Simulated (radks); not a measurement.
**Shell filling in a jellium sphere with rs = 5.02 bohr, N = 12 to 16**

Aim: add electrons one at a time to a jellium sphere with rs = 5.02 bohr, try the lowest free levels for each, keep the configuration of least energy, and see where shells close. The background charge grows with the count, so each cluster is neutral; its cation and anion are computed too.

Method: non-relativistic spin-polarised Kohn-Sham, exchange-only LDA, spherically averaged shells; computed with radks, version 2.

### 1 The system

* well: a jellium sphere with rs = 5.02 bohr
* functional: exchange-only LDA
* levels: named by radial order: 1s, 1p, 1d, 2s, 1f and so on
* units: hartree and bohr; summary energies in eV
* configuration carried in: 1s(up 1, down 0) 1p(up 3, down 0) 1d(up 5, down 0) 2s(up 1, down 0) 1f(up 1, down 0) (N = 11, energy -0.435727)

After this run come: N = 12; 13 electrons; N = 14; 15 electrons; 16 electrons.

Before running it: what results should come out? Wanted: closed shells at N; largest second difference; most unpaired electrons; ionisation energies; configuration at N = 16.

**Answer**, as computed:

```
                 quantity                                                                                 value
       closed shells at N                                                                    none in this range
largest second difference                                                -0.0972 eV at N = 15 (of N = 12 to 15)
  most unpaired electrons                                                                          16 at N = 16
      ionisation energies                                                                       2.51 to 2.86 eV
  configuration at N = 16  1s(up 1, down 0) 1p(up 3, down 0) 1d(up 5, down 0) 2s(up 1, down 0) 1f(up 6, down 0)
```

In words: No closed-shell configuration falls in this range. The largest moment in range is 16 (N = 16); with nearly all spins parallel the search has probably kept its polarised start and missed a lower state. The anion gave no bound, converged state at N = 12, 13, 14 and 15; semilocal functionals bind extra electrons too weakly, through self-interaction. The ions keep the filling of the neutral cluster, less or plus one electron, without a search of their own. The model keeps every shell spherical, so real clusters and dots, which can deform, may order levels otherwise.
